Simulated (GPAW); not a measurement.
**NiAu3: relaxation of cell and atoms with PBEsol+D3**

The system is NiAu3.

```
Au Ni
1.0
     4.02817    0.00000    0.00000
     0.00000    4.02817    0.00000
     0.00000    0.00000    4.02817
Au Ni
3 1
Cartesian
  2.0141 2.0141 0.0000
  0.0000 2.0141 2.0141
  2.0141 0.0000 2.0141
  0.0000 0.0000 0.0000
```

The cell comes from a database or a generator and needn't be the stable form of this composition.

| Item | Value |
| --- | --- |
| Program | GPAW 26.7.0 |
| Task | relaxation of cell and atoms |
| Functional | PBEsol |
| Dispersion | D3 |
| Potentials or basis | PAW data sets generated in the run's folder for this functional |
| Cutoff | 600 eV |
| Basis | pw |
| k mesh | 5 × 5 × 5 |
| Occupations | fermi-dirac, width 0.05 eV |
| Spin | collinear spin, ferromagnetic start |
| Starting moments | [0.0, 0.0, 0.0, 1.0] μB |
| Maxiter | 150 |
| Optimizer | BFGS |
| Fmax | 0.02 eV/Å |
| Max steps | 60 |
| Convergence | density=1e-05 forces=0.0001 |

- Relaxed volume: 15.30 Å³/atom
- Relaxed cell: a = 3.941 Å, b = 3.941 Å, c = 3.941 Å, α = 90.00°, β = 90.00°, γ = 90.00°
- Space group after relaxing (to 0.05 Å): Pm-3m (No. 221)
- Energy gained by relaxing: 36.3 meV/atom
- Ionic steps: 4
- Pressure after relaxing: 0.0 GPa
- Band gap on the k mesh: none (metal or under the smearing width)
- Net moment: 0.00 μB per cell
- Dispersion energy per atom: -0.571 eV

The path:
```csv
step,energy change (eV),largest force (eV/Å),pressure (GPa),volume (Å³)
1,0.0000,0.0000,-10.57,65.36
2,-0.0459,0.0000,-8.94,64.61
3,-0.1445,0.0000,0.86,60.91
4,-0.1453,0.0000,-0.04,61.21
```

Final structure:
```yaml
crystal:
  lattice:
    - [3.94105, 0.00000, 0.00000]
    - [0.00000, 3.94105, 0.00000]
    - [0.00000, 0.00000, 3.94105]
  atoms:
    - { symbol: Au, position: [0.50000, 0.50000, 0.00000] }
    - { symbol: Au, position: [0.00000, 0.50000, 0.50000] }
    - { symbol: Au, position: [0.50000, 0.00000, 0.50000] }
    - { symbol: Ni, position: [0.00000, 0.00000, 0.00000] }
```

Levels at points of the mesh, in eV from the Fermi level:
Spin up:
| k point | band 22 | band 23 | band 24 | band 25 | band 26 | band 27 |
| --- | --- | --- | --- | --- | --- | --- |
| (0.00, 0.00, 0.00) | -0.20 | -0.20 | -0.20 | 1.05 | 1.05 | 1.05 |
Spin down:
| k point | band 22 | band 23 | band 24 | band 25 | band 26 | band 27 |
| --- | --- | --- | --- | --- | --- | --- |
| (0.00, 0.00, 0.00) | -0.20 | -0.20 | -0.20 | 1.05 | 1.05 | 1.05 |

It took 3 min on 1 thread of Arm Neoverse V2, on a shared host, peak memory 0.25 GiB.

Caveat: with this Au data set, volumes or pressures lay over 1.5 % or 2 GPa off other programs in two to four cells of ten; each step starts from the last one's moments, so a moment once lost doesn't come back; the stock nickel data set gives pressures a few GPa off other programs; later steps reuse the first step's grids; pairwise dispersion overbinds metals, which lowers pressure and volume. Spin-orbit coupling is left out, which matters for the levels of Au.
